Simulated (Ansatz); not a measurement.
**FH3S3Ti: one species, many methods**

The task here is to estimate one member of a computed series from the others.

Computed with Ansatz 0.2.0, Gaussian basis. Level: functionals in def2-TZVPP, the program's frozen cores in correlated methods.

Levels to be run: PBE-D4, r2SCAN-D4, PBE0-D4, B3LYP-D4, ωB97X-V, ωB97M-V, B2PLYP; CCSD(T)/def2-TZVPP; MP2/def2-QZVPP; extrapolation to the limit.

## Structure used throughout

The geometry comes from an earlier relaxation with PBE0-D4 in a triple-zeta def2 set; it is a stationary point, not always the lowest conformer.

SMILES `[F][Ti]([SH])([SH])[SH]`, 8 atoms, charge 0, spin multiplicity 1.

Atoms are counted from 1 here; the program's logs count them from 0.

Bond lengths: F1–Ti2 1.751 Å, Ti2–S3 2.266 Å, Ti2–S4 2.266 Å, Ti2–S5 2.266 Å, S3–H6 1.350 Å, S4–H7 1.350 Å, S5–H8 1.350 Å. Angles: F1–Ti2–S3 112.9°, F1–Ti2–S4 112.9°, F1–Ti2–S5 112.9°, S3–Ti2–S4 105.8°, S3–Ti2–S5 105.9°, S4–Ti2–S5 105.8°, Ti2–S3–H6 90.5°, Ti2–S4–H7 90.6°, Ti2–S5–H8 90.6°.

The first run:

in.yaml

```yaml
crystal:
  periodic: [false, false, false]
  atoms:
    - {symbol: F, position_ang: [-1.291301, -0.726338, -1.098912]}
    - {symbol: Ti, position_ang: [-0.065821, -0.036659, -0.055116]}
    - {symbol: S, position_ang: [-0.165493, -0.829663, 2.064846]}
    - {symbol: S, position_ang: [-0.222776, 2.216626, 0.120463]}
    - {symbol: S, position_ang: [2.041395, -0.454710, -0.774877]}
    - {symbol: H, position_ang: [-1.513829, -0.764080, 2.039376]}
    - {symbol: H, position_ang: [-0.477713, 2.315040, -1.201824]}
    - {symbol: H, position_ang: [1.695537, -1.720216, -1.093965]}
basis:
  gaussian: {orbitals: def2-TZVPP}
hamiltonian: {xc: pbe, dispersion: d4}
output: {forces: true, orbitals: {seedname: orbitals}}
```

Launch:

```
ansatz run in.yaml --threads 2 --pin off --events-out ev --progress --plain --max-ram 22528MiB --backend cpu
```

Steps of the session up to this table: PBE-D4 (GGA); r2SCAN-D4 (meta-GGA); PBE0-D4 (hybrid); B3LYP-D4 (hybrid); ωB97X-V (range-separated); ωB97M-V (range-separated); B2PLYP (double hybrid).

One of the session's tables, all rows but one given; the rest of the session is left out.

It belongs to the step «Orbital energies across the functionals». 

| functional | HOMO (eV) | LUMO (eV) | gap (eV) |
| --- | --- | --- | --- |
| PBE-D4 | -6.74 | -3.82 | 2.92 |
| r2SCAN-D4 | -7.03 | -3.78 | 3.25 |
| PBE0-D4 | -7.91 | -2.96 | 4.95 |
| B3LYP-D4 | ? | ? | ? |
| ωB97X-V | -10.18 | -0.89 | 9.29 |
| ωB97M-V | -10.01 | -0.86 | 9.15 |

**Question.** Estimate the row for B3LYP-D4.

**Answer.** HOMO (eV): -7.66; LUMO (eV): -3.17; gap (eV): 4.49. In the column «HOMO (eV)» it lies between PBE0-D4 (-7.91) and r2SCAN-D4 (-7.03).
